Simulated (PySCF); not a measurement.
**C₃H₆BCl: electronic excitations at several levels of theory**

Aim: compute the electronic excitations of C₃H₆BCl (`ClBC1CC1`) at several levels, and see how far they spread and what each costs.

Programs: PySCF 2.14.0, with density-fitted response routines of our own. Each step states its level of theory. These are calculated values for one molecule in the gas phase, unless marked as measured. Atoms count from 0, in the outputs and in this text.

## (1) Starting geometry

11 atoms, charge 0, multiplicity 1; geometry from: GFN2-xTB. The atoms were then displaced at random by about 0.01 Å, so the start is not that level's minimum.

Bonds of the start (Å): Cl0–B1 1.71, B1–C2 1.56, C2–C3 1.50, C3–C4 1.50, C4–C2 1.51, B1–H5 1.17, C2–H6 1.07, C3–H7 1.09, C3–H8 1.09, C4–H9 1.07, C4–H10 1.09.

## (2) Geometry optimisation at PBE0-D3(BJ)/def2-SVP

The job: settings as JSON, then the geometry in Å.

```
{"job": {"xc": "PBE0", "basis": "def2-SVP", "d3": "d3bj", "grid": 1, "shake": 0.01, "kind": "geom"}, "charge": 0, "multiplicity": 1}
Cl     1.761100    -0.861910     1.605710
B      1.545470    -0.536610    -0.064090
C      0.187390     0.009020    -0.604610
C     -0.594240     0.977330     0.234820
C     -1.113620    -0.414450     0.033180
H      2.460870    -0.744760    -0.768570
H      0.151620     0.183040    -1.664390
H     -1.101810     1.786310    -0.291960
H     -0.243560     1.256490     1.227320
H     -1.945700    -0.586950    -0.610450
H     -1.069400    -1.093330     0.887370
```

The run is started by

```sh
> OMP_NUM_THREADS=1 python probes_run.py task.json out
```

This one command runs all jobs of the session in turn.

Standard output:

```text
step   0  E = -602.41912896  max force = 0.023364
step   1  E = -602.42254822  max force = 0.007179
step   2  E = -602.42264636  max force = 0.004477
step   3  E = -602.42269173  max force = 0.002969
step   4  E = -602.42273669  max force = 0.000396
step   5  E = -602.42273731  max force = 0.000171
optimisation converged
```

Wall time 18 s (1 thread of Intel Xeon Platinum 8488C, shared host); peak memory 0.44 GiB.

The steps of the relaxation:

```csv
step,energy from step 0 (eV),largest force component (eV/Å)
0,0.0000,1.2014
1,-0.0930,0.3692
2,-0.0957,0.2302
3,-0.0969,0.1527
4,-0.0982,0.0204
5,-0.0982,0.0088
```

Close pairs (by a distance rule), those that changed most:

```csv
bond,before (Å),after (Å),change (Å)
Cl0–B1,1.715,1.764,+0.049
B1–H5,1.174,1.206,+0.032
C2–C3,1.501,1.529,+0.028
C4–H9,1.066,1.093,+0.027
B1–C2,1.560,1.534,-0.027
C3–C4,1.499,1.474,-0.025
C2–H6,1.075,1.094,+0.020
C2–C4,1.510,1.527,+0.018
```

The final coordinates are the input of the step that follows.

```csv
at the end point,value
point group (found at 0.08 Å tolerance),Cs
"rotational constants (GHz, main isotopes)","8.963, 2.463, 2.269"
dipole moment (D),1.64
```

## (3) TDDFT and polarisability: PBE0/def2-TZVP

The job: settings as JSON, then the geometry in Å.

```
{"job": {"kind": "uv", "xc": "PBE0", "basis": "def2-TZVP"}, "charge": 0, "multiplicity": 1}
Cl     2.129569    -0.682239     2.939738
B      1.912102    -0.369253     1.217156
C      0.569959     0.151890     0.688915
C     -0.258979     1.108826     1.545461
C     -0.733588    -0.274235     1.360530
H      2.868129    -0.586398     0.515045
H      0.501414     0.320939    -0.389942
H     -0.765944     1.917455     1.012952
H      0.156386     1.386109     2.518108
H     -1.582103    -0.456887     0.696339
H     -0.651085    -0.965026     2.204002
```

With the program's defaults for keys left out, this is: TDDFT PBE0/def2-TZVP, vertical, gas phase, core orbitals frozen in the response.

Standard output:

```text
coarse grid: 9688 points
cycle   1  E = -602.7033051075  dE =  5.124e-01  |g| = 3.061e-01  |ddm| = 2.369e+00
cycle   2  E = -602.6999228319  dE =  3.382e-03  |g| = 3.416e-01  |ddm| = 5.497e-01
cycle   3  E = -602.7288503176  dE = -2.893e-02  |g| = 4.270e-02  |ddm| = 2.726e-01
cycle   4  E = -602.7292552427  dE = -4.049e-04  |g| = 1.771e-02  |ddm| = 5.681e-02
cycle   5  E = -602.7293258891  dE = -7.065e-05  |g| = 3.152e-03  |ddm| = 1.711e-02
cycle   6  E = -602.7293276835  dE = -1.794e-06  |g| = 1.276e-03  |ddm| = 3.010e-03
final grid: 88816 points
cycle   7  E = -602.7211898038  dE = -4.607e-05  |g| = 6.858e-03  |ddm| = 4.306e-02
cycle   8  E = -602.7211834168  dE =  6.387e-06  |g| = 8.409e-03  |ddm| = 1.164e-02
cycle   9  E = -602.7212011707  dE = -1.775e-05  |g| = 7.093e-04  |ddm| = 6.373e-03
cycle  10  E = -602.7212012695  dE = -9.880e-08  |g| = 1.587e-04  |ddm| = 7.421e-04
cycle  11  E = -602.7212012743  dE = -4.787e-09  |g| = 5.572e-05  |ddm| = 1.817e-04
cycle  12  E = -602.7212012751  dE = -7.881e-10  |g| = 1.634e-05  |ddm| = 5.696e-05
converged SCF energy = -602.7212012751

Static polarisability (au): isotropic 59.525, principal 50.174 58.933 69.468

Singlet excitations
state   eV       nm        f      main configurations
  1   5.4574    227.2   0.00010   H->L 0.97
  2   6.4653    191.8   0.20167   H-1->L 0.98
  3   6.5230    190.1   0.00149   H-2->L 0.97
  4   7.2041    172.1   0.00085   H-4->L 0.99
  5   7.5045    165.2   0.04938   H-3->L 0.95
  6   8.0284    154.4   0.00349   H-6->L 0.98
  7   8.2117    151.0   0.02211   H-5->L 0.97
  8   8.4123    147.4   0.01171   H->L+1 0.90
  9   8.5586    144.9   0.00138   H-1->L+1 0.97
 10   8.7787    141.2   0.03333   H->L+2 0.96

Triplet excitations (Tamm-Dancoff, eV): 5.0208 5.5260 6.1876 6.3666
```

It took 17 s on 1 thread of Intel Xeon Platinum 8488C, shared host; peak memory 0.82 GiB.

Frontier orbitals and where they lie:

```csv
orbital,eV,atoms
HOMO−3,-9.77,"Cl0 57 %, B1 15 %, C4 7 %"
HOMO−2,-9.09,"Cl0 30 %, C4 25 %, C3 24 %"
HOMO−1,-8.64,"C2 35 %, Cl0 17 %, C3 17 %"
HOMO,-8.30,"Cl0 39 %, B1 18 %, C2 11 %"
LUMO,-1.16,"B1 63 %, Cl0 13 %, C2 10 %"
LUMO+1,1.29,"H6 23 %, B1 16 %, H7 14 %"
LUMO+2,1.77,"B1 36 %, H8 15 %, H10 15 %"
```

With each of the 10 states as a Gaussian band of 0.4 eV half-width at 1/e, the curve within the window shown has maxima at 192 nm (ε 8,200), 165 nm (ε 2,100), 145 nm (ε 1,900) L/(mol cm). Beyond the last state computed it falls off for lack of states. The curve at chosen wavelengths:

| nm | ε (L/mol/cm) |
| --- | --- |
| 137 | 817 |
| 142 | 1758 |
| 146 | 1913 |
| 151 | 1702 |
| 156 | 1445 |
| 161 | 1800 |
| 165 | 2098 |
| 170 | 1723 |
| 175 | 1415 |
| 179 | 2280 |
| 184 | 4959 |
| 189 | 7644 |
| 194 | 8041 |
| 198 | 6562 |
| 203 | 3909 |
| 208 | 1808 |
| 213 | 674 |
| 217 | 269 |
| 222 | 76 |
| 227 | 21 |
| 231 | 9 |
| 236 | 4 |
| 241 | 2 |
| 246 | 1 |
| 250 | 1 |
| 255 | 0 |

Ground-state properties from the same run:

```csv
property,computed
dipole moment (D),1.75
polarisability (Å³),8.82
HOMO–LUMO gap (eV),7.14
−ε(HOMO) (eV),8.30
```

## (4) Ultraviolet spectrum: PBE0/aug-cc-pVDZ

Same as in step 3 but for these lines:

```diff
@@ -1,2 +1,2 @@
-{"job": {"kind": "uv", "xc": "PBE0", "basis": "def2-TZVP"}, "charge": 0, "multiplicity": 1}
+{"job": {"kind": "uv", "xc": "PBE0", "basis": "aug-cc-pVDZ"}, "charge": 0, "multiplicity": 1}
 Cl     2.129569    -0.682239     2.939738
```

Method: TDDFT PBE0/aug-cc-pVDZ, vertical, gas phase, core orbitals frozen in the response.

Standard output:

```text
coarse grid: 9688 points
cycle   1  E = -602.6410411844  dE =  5.442e-01  |g| = 2.898e-01  |ddm| = 8.673e+00
cycle   2  E = -602.6380091851  dE =  3.032e-03  |g| = 3.225e-01  |ddm| = 1.666e+00
cycle   3  E = -602.6653614960  dE = -2.735e-02  |g| = 3.917e-02  |ddm| = 7.610e-01
cycle   4  E = -602.6657475058  dE = -3.860e-04  |g| = 1.259e-02  |ddm| = 1.167e-01
cycle   5  E = -602.6657912108  dE = -4.371e-05  |g| = 3.508e-03  |ddm| = 3.485e-02
cycle   6  E = -602.6657942589  dE = -3.048e-06  |g| = 8.978e-04  |ddm| = 9.032e-03
final grid: 88816 points
cycle   7  E = -602.6811039945  dE = -2.208e-05  |g| = 6.913e-03  |ddm| = 1.713e-01
cycle   8  E = -602.6810959292  dE =  8.065e-06  |g| = 8.930e-03  |ddm| = 4.124e-02
cycle   9  E = -602.6811172099  dE = -2.128e-05  |g| = 4.371e-04  |ddm| = 1.982e-02
cycle  10  E = -602.6811172642  dE = -5.429e-08  |g| = 1.066e-04  |ddm| = 1.406e-03
cycle  11  E = -602.6811172669  dE = -2.720e-09  |g| = 4.231e-05  |ddm| = 3.252e-04
cycle  12  E = -602.6811172674  dE = -4.741e-10  |g| = 1.350e-05  |ddm| = 1.134e-04
converged SCF energy = -602.6811172674

Static polarisability (au): isotropic 62.657, principal 53.312 61.844 72.815

Singlet excitations
state   eV       nm        f      main configurations
  1   5.4491    227.5   0.00015   H->L 0.97
  2   6.4248    193.0   0.20246   H-1->L 0.97
  3   6.4966    190.8   0.00117   H-2->L 0.97
  4   7.2063    172.0   0.00064   H-4->L 0.98
  5   7.3988    167.6   0.00040   H->L+1 0.92
  6   7.4861    165.6   0.04518   H-3->L 0.89
  7   7.6078    163.0   0.00312   H-1->L+1 0.96
  8   7.7023    161.0   0.03764   H->L+2 0.90
  9   7.9602    155.8   0.01466   H->L+4 0.72, H-2->L+1 0.17
 10   7.9833    155.3   0.00029   H->L+3 0.61, H-1->L+2 0.17, H-6->L 0.17

Triplet excitations (Tamm-Dancoff, eV): 5.0124 5.5050 6.1732 6.3910
```

Wall time 14 s (1 thread of Intel Xeon Platinum 8488C, shared host); peak memory 0.76 GiB.

Key values: HOMO -8.31 eV, LUMO -1.20 eV; lowest singlet 5.45 eV.

## (5) Excited states and response: PBE0/def2-TZVPD

Same as in step 4 but for these lines:

```diff
@@ -1,2 +1,2 @@
-{"job": {"kind": "uv", "xc": "PBE0", "basis": "aug-cc-pVDZ"}, "charge": 0, "multiplicity": 1}
+{"job": {"kind": "uv", "xc": "PBE0", "basis": "def2-TZVPD"}, "charge": 0, "multiplicity": 1}
 Cl     2.129569    -0.682239     2.939738
```

With the program's defaults for keys left out, this is: TDDFT PBE0/def2-TZVPD, vertical, gas phase, core orbitals frozen in the response.

Standard output:

```text
coarse grid: 9688 points
cycle   1  E = -602.7041709599  dE =  5.128e-01  |g| = 3.058e-01  |ddm| = 2.998e+00
cycle   2  E = -602.7005530111  dE =  3.618e-03  |g| = 3.423e-01  |ddm| = 1.191e+00
cycle   3  E = -602.7296626568  dE = -2.911e-02  |g| = 4.275e-02  |ddm| = 4.973e-01
cycle   4  E = -602.7300664683  dE = -4.038e-04  |g| = 1.788e-02  |ddm| = 9.155e-02
cycle   5  E = -602.7301388965  dE = -7.243e-05  |g| = 3.171e-03  |ddm| = 2.408e-02
cycle   6  E = -602.7301407242  dE = -1.828e-06  |g| = 1.247e-03  |ddm| = 5.929e-03
final grid: 88816 points
cycle   7  E = -602.7220113286  dE = -4.772e-05  |g| = 6.860e-03  |ddm| = 1.512e-01
cycle   8  E = -602.7220049029  dE =  6.426e-06  |g| = 8.421e-03  |ddm| = 2.311e-02
cycle   9  E = -602.7220227014  dE = -1.780e-05  |g| = 7.109e-04  |ddm| = 1.153e-02
cycle  10  E = -602.7220228013  dE = -9.982e-08  |g| = 1.615e-04  |ddm| = 1.190e-03
cycle  11  E = -602.7220228063  dE = -5.001e-09  |g| = 5.560e-05  |ddm| = 2.882e-04
cycle  12  E = -602.7220228070  dE = -7.776e-10  |g| = 1.660e-05  |ddm| = 8.013e-05
converged SCF energy = -602.7220228070

Static polarisability (au): isotropic 62.934, principal 53.622 62.103 73.077

Singlet excitations
state   eV       nm        f      main configurations
  1   5.4366    228.1   0.00012   H->L 0.97
  2   6.4241    193.0   0.19993   H-1->L 0.97
  3   6.4962    190.9   0.00124   H-2->L 0.97
  4   7.1802    172.7   0.00069   H-4->L 0.99
  5   7.4672    166.0   0.04655   H-3->L 0.94
  6   7.5950    163.2   0.00344   H->L+1 0.96
  7   7.8527    157.9   0.00541   H-1->L+1 0.91
  8   7.9183    156.6   0.04093   H->L+2 0.92
  9   8.0060    154.9   0.00272   H-6->L 0.97
 10   8.1615    151.9   0.01744   H-5->L 0.66, H->L+3 0.24

Triplet excitations (Tamm-Dancoff, eV): 5.0012 5.5056 6.1664 6.3542
```

It took 25 s on 1 thread of Intel Xeon Platinum 8488C, shared host; peak memory 0.93 GiB.

Key values: HOMO -8.32 eV, LUMO -1.21 eV; lowest singlet 5.44 eV.

## (6) Excited states and response: PBE0/6-31+G*

Same as in step 5 but for these lines:

```diff
@@ -1,2 +1,2 @@
-{"job": {"kind": "uv", "xc": "PBE0", "basis": "def2-TZVPD"}, "charge": 0, "multiplicity": 1}
+{"job": {"kind": "uv", "xc": "PBE0", "basis": "6-31+G*"}, "charge": 0, "multiplicity": 1}
 Cl     2.129569    -0.682239     2.939738
```

With the program's defaults for keys left out, this is: TDDFT PBE0/6-31+G*, vertical, gas phase, core orbitals frozen in the response.

Standard output:

```text
coarse grid: 9688 points
cycle   1  E = -602.6596535868  dE =  5.348e-01  |g| = 2.948e-01  |ddm| = 3.225e+00
cycle   2  E = -602.6572625846  dE =  2.391e-03  |g| = 3.230e-01  |ddm| = 1.397e+00
cycle   3  E = -602.6849753602  dE = -2.771e-02  |g| = 3.867e-02  |ddm| = 7.088e-01
cycle   4  E = -602.6853511914  dE = -3.758e-04  |g| = 1.181e-02  |ddm| = 1.264e-01
cycle   5  E = -602.6853904913  dE = -3.930e-05  |g| = 3.579e-03  |ddm| = 2.744e-02
cycle   6  E = -602.6853936619  dE = -3.171e-06  |g| = 8.691e-04  |ddm| = 7.462e-03
final grid: 88816 points
cycle   7  E = -602.6425344950  dE = -1.774e-05  |g| = 6.758e-03  |ddm| = 5.750e-02
cycle   8  E = -602.6425276784  dE =  6.817e-06  |g| = 8.572e-03  |ddm| = 3.016e-02
cycle   9  E = -602.6425473176  dE = -1.964e-05  |g| = 4.043e-04  |ddm| = 1.583e-02
cycle  10  E = -602.6425473655  dE = -4.795e-08  |g| = 9.077e-05  |ddm| = 9.936e-04
cycle  11  E = -602.6425473678  dE = -2.257e-09  |g| = 2.548e-05  |ddm| = 2.176e-04
cycle  12  E = -602.6425473679  dE = -1.521e-10  |g| = 1.046e-05  |ddm| = 8.917e-05
converged SCF energy = -602.6425473679

Static polarisability (au): isotropic 57.049, principal 46.805 57.450 66.892

Singlet excitations
state   eV       nm        f      main configurations
  1   5.5060    225.2   0.00014   H->L 0.97
  2   6.4866    191.1   0.21729   H-1->L 0.97
  3   6.5498    189.3   0.00162   H-2->L 0.97
  4   7.2805    170.3   0.00075   H-4->L 0.98
  5   7.5626    163.9   0.04636   H-3->L 0.90
  6   7.6112    162.9   0.00831   H->L+1 0.91
  7   7.8177    158.6   0.00406   H-1->L+1 0.95
  8   7.8746    157.4   0.03981   H->L+2 0.92
  9   8.0970    153.1   0.00141   H-6->L 0.95
 10   8.1721    151.7   0.02650   H-1->L+2 0.94

Triplet excitations (Tamm-Dancoff, eV): 5.0835 5.5434 6.2198 6.4622
```

Wall time 7.5 s (1 thread of Intel Xeon Platinum 8488C, shared host); peak memory 0.57 GiB.

Key values: HOMO -8.31 eV, LUMO -1.15 eV; lowest singlet 5.51 eV.

## (7) Comparing the runs: electronic excitations

Excitations and ground-state properties, with basis size and wall time:

```csv
run,lowest singlet (eV),brightest (eV),f,gap (eV),α (Å³),μ (D),functions,time
PBE0/def2-TZVP,5.46,6.47,0.202,7.14,8.82,1.75,197,17 s
PBE0/aug-cc-pVDZ,5.45,6.42,0.202,7.11,9.28,1.82,173,14 s
PBE0/def2-TZVPD,5.44,6.42,0.200,7.11,9.33,1.78,248,25 s
PBE0/6-31+G*,5.51,6.49,0.217,7.16,8.45,1.95,106,7.5 s
```

## (8) Summary of results

| quantity | value |
| --- | --- |
| point group | Cs |
| rotational constants (main isotopes) | 8.96, 2.46, 2.27 GHz |
| lowest singlet (PBE0/def2-TZVP) | 5.46 eV (227 nm), f = 0.000 |
| brightest single state of those computed | state 2, 6.47 eV, f = 0.202 |
| lowest triplet | 5.02 eV |
| range of the lowest singlet | 5.44 to 5.51 eV |

What this shows: Single values in the summary come from the first run of each kind that ended normally (PBE0/def2-TZVP), which need not be the best level. Relaxing lowered the energy by 0.098 eV in 5 steps; the close pair that moved most is Cl0–B1, from 1.715 to 1.764 Å. No frequency check was run at this level, so the end point may be a saddle. The lowest singlet, at 5.46 eV, is HOMO→LUMO 0.97 and is dark; of the 10 states computed, the strongest absorption comes from state 2 at 6.47 eV. The lowest triplet lies 0.44 eV below the lowest singlet (triplets in Tamm-Dancoff, singlets in full TDDFT). The lowest singlet runs from 5.44 eV (PBE0/def2-TZVPD) to 5.51 eV (PBE0/6-31+G*), while the orbital gap spans 7.11 to 7.16 eV. The lowest state need not be the same one in every run.
